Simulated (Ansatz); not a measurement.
**GeH6SSi: one species, many methods**

An exercise on one series of results from a longer session: the logs are not shown, and one member is left open.

The runs use Ansatz 0.2.0, Gaussian basis; functionals in def2-TZVPP, the program's frozen cores in correlated methods.

The runs, in order: LDA (SPW92), PBE-D4, revPBE-D4, BLYP-D4, r2SCAN-D4, B97M-V, PBE0-D4, B3LYP-D4, r2SCANh-D4, r2SCAN0-D4, HSE06-D4, BHLYP-D4, CAM-B3LYP-D4, LC-ωPBE, ωB97X-V, ωB97M-V, B2PLYP, PBE-QIDH; CCSD(T)/def2-SVP; CCSD(T)/def2-TZVPP; MP2/def2-QZVPP; extrapolation to the limit; RPA on PBE.

### The relaxed structure

All runs share one geometry, relaxed beforehand with PBE0-D4 in a triple-zeta def2 set.

SMILES `[SiH3][GeH2][SH]`, 9 atoms, charge 0, spin multiplicity 1.

Atoms are counted from 1 here; the program's logs count them from 0.

Bond lengths: Si1–Ge2 2.379 Å, Si1–H4 1.485 Å, Si1–H5 1.487 Å, Si1–H6 1.485 Å, Ge2–S3 2.232 Å, Ge2–H7 1.541 Å, Ge2–H8 1.541 Å, S3–H9 1.343 Å. Angles: Ge2–Si1–H4 109.7°, Ge2–Si1–H5 109.2°, Ge2–Si1–H6 109.7°, H4–Si1–H5 109.4°, H4–Si1–H6 109.6°, H5–Si1–H6 109.4°, Si1–Ge2–S3 106.0°, Si1–Ge2–H7 111.9°, Si1–Ge2–H8 111.9°, S3–Ge2–H7 109.3°, S3–Ge2–H8 109.3°, H7–Ge2–H8 108.3°, Ge2–S3–H9 95.1°.

Geometry (Å):

```xyz
9
GeH6SSi
Si   -0.9387    1.0266   -0.7629
Ge    0.6913   -0.5338   -0.0089
S     0.1892   -0.9678    2.1224
H    -2.2944    0.4336   -0.6367
H    -0.6757    1.3569   -2.1882
H    -0.8598    2.2653    0.0525
H     2.1185    0.0410   -0.0887
H     0.6518   -1.8440   -0.8185
H     1.2063   -1.8241    2.3119
```

Set-up of the first run:

Contents of in.yaml:

```yaml
crystal:
  periodic: [false, false, false]
  atoms:
    - {symbol: Si, position_ang: [-0.938652, 1.026599, -0.762934]}
    - {symbol: Ge, position_ang: [0.691251, -0.533782, -0.008899]}
    - {symbol: S, position_ang: [0.189200, -0.967766, 2.122413]}
    - {symbol: H, position_ang: [-2.294381, 0.433586, -0.636721]}
    - {symbol: H, position_ang: [-0.675689, 1.356915, -2.188237]}
    - {symbol: H, position_ang: [-0.859766, 2.265318, 0.052484]}
    - {symbol: H, position_ang: [2.118457, 0.040957, -0.088657]}
    - {symbol: H, position_ang: [0.651751, -1.843982, -0.818531]}
    - {symbol: H, position_ang: [1.206329, -1.824145, 2.311882]}
basis:
  gaussian: {orbitals: def2-TZVPP}
hamiltonian: {xc: lda}
output: {orbitals: {seedname: orbitals}}
```

Started as:

```console
$ ansatz run in.yaml --threads 2 --pin off --events-out ev --progress --plain --max-ram 4352MiB
```

Among the steps run: LDA; PBE-D4 (GGA); revPBE-D4 (GGA); BLYP-D4 (GGA); r2SCAN-D4 (meta-GGA); B97M-V (meta-GGA); PBE0-D4 (hybrid); B3LYP-D4 (hybrid); r2SCANh-D4 (hybrid); r2SCAN0-D4 (hybrid); HSE06-D4 (hybrid); BHLYP-D4 (hybrid); CAM-B3LYP-D4 (range-separated); LC-ωPBE (range-separated); ωB97X-V (range-separated); ωB97M-V (range-separated); B2PLYP (double hybrid); PBE-QIDH (double hybrid).

One table of the session follows, with a row left open; its other results are not shown here.

It belongs to the step «Frontier levels by functional». 

```
  functional  HOMO (eV)  gap (eV)
 LDA (SPW92)      -6.12      4.72
      PBE-D4      -6.04      4.86
   revPBE-D4      -6.00      4.92
     BLYP-D4      -5.87      4.81
   r2SCAN-D4      -6.32      5.41
      B97M-V      -6.45      5.45
     PBE0-D4      -7.27      6.94
    B3LYP-D4      -7.02      6.47
  r2SCANh-D4      -6.77      6.16
  r2SCAN0-D4          ?         ?
    HSE06-D4      -6.87      6.17
    BHLYP-D4      -8.35      8.92
CAM-B3LYP-D4      -8.58      9.28
     LC-ωPBE     -10.00     11.84
     ωB97X-V      -9.64     11.34
     ωB97M-V      -9.47     10.92
```

Q: Estimate the row for r2SCAN0-D4 from the others.

Worked estimate for «HOMO (eV)». Against the share of exact exchange, r2SCAN-D4 (0, -6.32), r2SCANh-D4 (0.1, -6.77) give a slope of -4.50 per unit share; at 0.25 the line stands at -7.44.

**Answer.** HOMO (eV): -7.45; gap (eV): 7.27. In «HOMO (eV)» the line misses by +0.01.
